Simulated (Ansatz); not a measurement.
# ZrC (database structure): how the settings move a single-point run

Aim: see which settings change the result for ZrC (database structure), by how much, and at what cost.

The COD entry's cell or inner coordinates are ideal or old and differ from later refinements, so a difference from it is no clean test against experiment.

Method: reference: DFT PBE, plane waves, PAW, scalar-relativistic, no spin polarisation, in Ansatz 0.2.0.

1 further run of the same task is left out (it didn't finish).

### Step 1. Starting point

It takes space group Fm-3m (No. 225, cubic). Conventional cell: a = 4.726 Å, b = 4.726 Å, c = 4.726 Å, α = 90.00°, β = 90.00°, γ = 90.00°. Zr (site symmetry m-3m) is surrounded by 6 C at 2.36 Å. C (site symmetry m-3m) is surrounded by 6 Zr at 2.36 Å.

Structure file:

```cif
data_structure
_symmetry_space_group_name_H-M 'P 1'
_symmetry_Int_Tables_number 1
_cell_length_a 3.3420
_cell_length_b 3.3420
_cell_length_c 3.3420
_cell_angle_alpha 60.000
_cell_angle_beta 60.000
_cell_angle_gamma 60.000
_cell_volume 26.39
loop_
_atom_site_label
_atom_site_type_symbol
_atom_site_fract_x
_atom_site_fract_y
_atom_site_fract_z
_atom_site_occupancy
Zr1 Zr 0.00000 0.00000 0.00000 1
C1 C 0.50000 0.50000 0.50000 1
```

### Step 2. The reference run

input.yaml reads:

```yaml
crystal:
  lattice:
    - [0.0, 2.3631445, 2.3631445]
    - [2.3631445, 0.0, 2.3631445]
    - [2.3631445, 2.3631445, 0.0]
  atoms:
    - { symbol: Zr, position: [0.0, 0.0, 0.0] }
    - { symbol: C, position: [0.5, 0.5, 0.5] }
  symmetry: { tolerance: 0.0003 }
kpoints:
  mp_grid: { grid: [7, 7, 7], shift: [0, 0, 0] }
magnetization:
  spin_polarized: false
scf:
  occupations: { method: fermi_dirac, width: 0.0324 }
hamiltonian:
  pseudopotentials: { kind: paw }
  xc: pbe
basis:
  ecutwfc: 420
output:
  forces: true
  stress: true
  eigenvalues: true
```

Command:

```bash
ansatz run input.yaml --threads 1 --pin off --max-ram 2560MiB --backend cpu --events-out ev --progress --plain --runs-dir out
```

### Step 3. Variant: xc rpbe, ecutrho_ratio 6

Changes to input.yaml since step 2:

```diff
@@ -17,5 +17,6 @@
   pseudopotentials: { kind: paw }
-  xc: pbe
+  xc: rpbe
 basis:
   ecutwfc: 420
+  ecutrho_ratio: 6
 output:
@@ -24 +25,5 @@
   eigenvalues: true
+  write_density: true
+  write_potential: true
+  elf: true
+  volumetric_format: npy
```

### Step 4. Variant: n_extra_bands 16, xc revpbe, ecutwfc 200 eV

Changes to input.yaml since step 2:

```diff
@@ -15,7 +15,8 @@
   occupations: { method: fermi_dirac, width: 0.0324 }
+  n_extra_bands: 16
 hamiltonian:
   pseudopotentials: { kind: paw }
-  xc: pbe
+  xc: revpbe
 basis:
-  ecutwfc: 420
+  ecutwfc: "200 eV"
 output:
```

### Step 5. Changed: lower_state_search light, ecutwfc 500 eV

Changes to input.yaml since step 2:

```diff
@@ -15,2 +15,3 @@
   occupations: { method: fermi_dirac, width: 0.0324 }
+  lower_state_search: light
 hamiltonian:
@@ -19,3 +20,3 @@
 basis:
-  ecutwfc: 420
+  ecutwfc: "500 eV"
 output:
```

What does the calculation give? Wanted: for each run, ending; energy change; pressure; gap; force.

**Answer**, as computed:

```csv
run,ending,energy change,pressure (GPa),gap (eV),force (eV/Å),cycles,time
reference,converged,0,-2.5,0.00,0.00,6,0.58 s
"1: xc rpbe, ecutrho_ratio 6",converged,not comparable,0.8,0.00,0.00,6,0.85 s
"2: n_extra_bands 16, xc revpbe, ecutwfc 200 eV",converged,not comparable,-6.4,0.00,0.00,6,0.52 s
"3: lower_state_search light, ecutwfc 500 eV",converged,-1.5 meV/atom,-2.5,0.00,0.00,6,0.67 s
```

Times don't compare one to one where runs were asked for different outputs or read a saved state (see the inputs); cycles may leave out searches for a lower state.

Residual by cycle in the longest SCF loop of each run; runs are numbered as in the table. The quantity is the density residual dr2, in eV.

```csv
cycle,reference,run 1,run 2,run 3
1,8.7e-4,7.7e-4,0.289,9.7e-4
2,7.1e-5,1.6e-4,0.072,7.1e-5
3,1.7e-6,5.7e-6,0.00303,1.8e-6
4,7.8e-8,2.6e-7,1.0e-5,1.2e-7
5,4.9e-9,1.4e-8,8.7e-7,8.1e-9
6,2.1e-11,2.9e-9,1.1e-9,2.9e-11
```

What this shows: «lower_state_search light, ecutwfc 500 eV» moves the energy by -1.5 meV/atom. Run 2 ran under the cutoff that the potentials recommend, as the log warns, so basis error is mixed into its values.

The reference is no final answer either: its mesh is coarse for a cell with so small a gap or none.
